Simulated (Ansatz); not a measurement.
# CH₂AsN: basis-set convergence

The task here is to estimate one member of a computed series from the others.

The runs use Ansatz 0.2.0, Gaussian basis; one geometry, several basis sets.

Plan: PBE0-D4/def2-SVP; ωB97M-V/def2-SVP; PBE0-D4/def2-QZVPP; ωB97M-V/def2-QZVPP; the functionals' def2-TZVPP values are taken from earlier runs.

## The relaxed structure

The geometry comes from an earlier relaxation with PBE0-D4 in a triple-zeta def2 set; it is a stationary point.

SMILES `C1=N[AsH]1`, 5 atoms, charge 0, spin multiplicity 1.

Atoms are counted from 1 here; the program's logs count them from 0.

Bond lengths: C1–N2 1.234 Å, C1–As3 1.927 Å, C1–H4 1.087 Å, N2–As3 2.012 Å, As3–H5 1.535 Å. Angles: N2–C1–As3 75.5°, N2–C1–H4 135.5°, As3–C1–H4 148.9°, C1–N2–As3 68.0°, C1–As3–N2 36.4°, C1–As3–H5 94.9°, N2–As3–H5 95.3°.

The first run:

Contents of in.yaml:

```yaml
crystal:
  periodic: [false, false, false]
  atoms:
    - {symbol: C, position_ang: [-0.023780, -0.709465, 0.262007]}
    - {symbol: N, position_ang: [-1.101333, -0.118601, 0.374659]}
    - {symbol: As, position_ang: [-0.000236, 0.606579, -1.145584]}
    - {symbol: H, position_ang: [0.467184, -1.532399, 0.776171]}
    - {symbol: H, position_ang: [0.708065, 1.680288, -0.308653]}
basis:
  gaussian: {orbitals: def2-SVP}
hamiltonian: {xc: pbe0, dispersion: d4}
output: {orbitals: {seedname: orbitals}}
```

Launch:

```bash
$ ansatz run in.yaml --threads 2 --pin off --events-out ev --progress --plain --max-ram 4352MiB
```

Among the steps run: PBE0-D4 in def2-SVP; ωB97M-V in def2-SVP; PBE0-D4 in def2-QZVPP; ωB97M-V in def2-QZVPP.

One table of the session follows, with a row left open; its other results are not shown here.

It belongs to the step «Functionals by basis». 

```
functional       basis  HOMO (eV)
   PBE0-D4    def2-SVP      -7.04
   PBE0-D4  def2-TZVPP      -7.09
   PBE0-D4  def2-QZVPP      -7.11
   ωB97M-V    def2-SVP          ?
   ωB97M-V  def2-TZVPP      -9.14
   ωB97M-V  def2-QZVPP      -9.16
```

Estimate the missing values for ωB97M-V, def2-SVP.

**Answer.** HOMO (eV): -9.08. In the column «HOMO (eV)» it lies between ωB97M-V, def2-TZVPP (-9.14) and PBE0-D4, def2-QZVPP (-7.11).
